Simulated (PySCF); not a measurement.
# C3H7NSSi: the cost of one run

Computed with PySCF 2.14.0, with density-fitted response routines of our own, on a single molecule in the gas phase. Atoms are numbered from 0 throughout.

## Step 1: The starting structure

13 atoms, charge 0, multiplicity 1; geometry from: GFN2-xTB. The atoms were then displaced at random by about 0.01 Å, so the start is not that level's minimum.

Bonds of the start (Å): C0–C1 1.35, C1–C2 1.46, C2–N3 1.21, N3–Si4 1.74, Si4–S5 2.17, C0–H6 1.09, C0–H7 1.05, C1–H8 1.08, C2–H9 1.09, Si4–H10 1.44, Si4–H11 1.47, S5–H12 1.33.

## Step 2: Geometry optimisation at PBE0-D3(BJ)/def2-SVP

What the job is given:

```
{"job": {"xc": "PBE0", "basis": "def2-SVP", "d3": "d3bj", "grid": 1, "shake": 0.01, "kind": "geom"}, "charge": 0, "multiplicity": 1}
C      2.740160     0.018890     0.177550
C      1.418690    -0.231950     0.045470
C      0.515580     0.566210    -0.784240
N     -0.663430     0.384520    -0.962170
Si    -1.900500    -0.706270    -0.422140
S     -3.240590     0.578560     0.700590
H      3.180350     0.877080    -0.338880
H      3.388910    -0.545510     0.782750
H      0.968470    -1.057660     0.581750
H      0.993220     1.412420    -1.280510
H     -2.558420    -1.136610    -1.629020
H     -1.641710    -1.790200     0.529490
H     -3.194900     1.613660    -0.133450
```

Launch:

```sh
$ OMP_NUM_THREADS=1 python probes_run.py task.json out
```

The driver reads the jobs from task.json and runs them one after another.

Q: Estimate the wall time and peak memory of this first job on 1 thread of Arm Neoverse V1, shared host.

About 76 s, with a peak of 0.53 GiB.
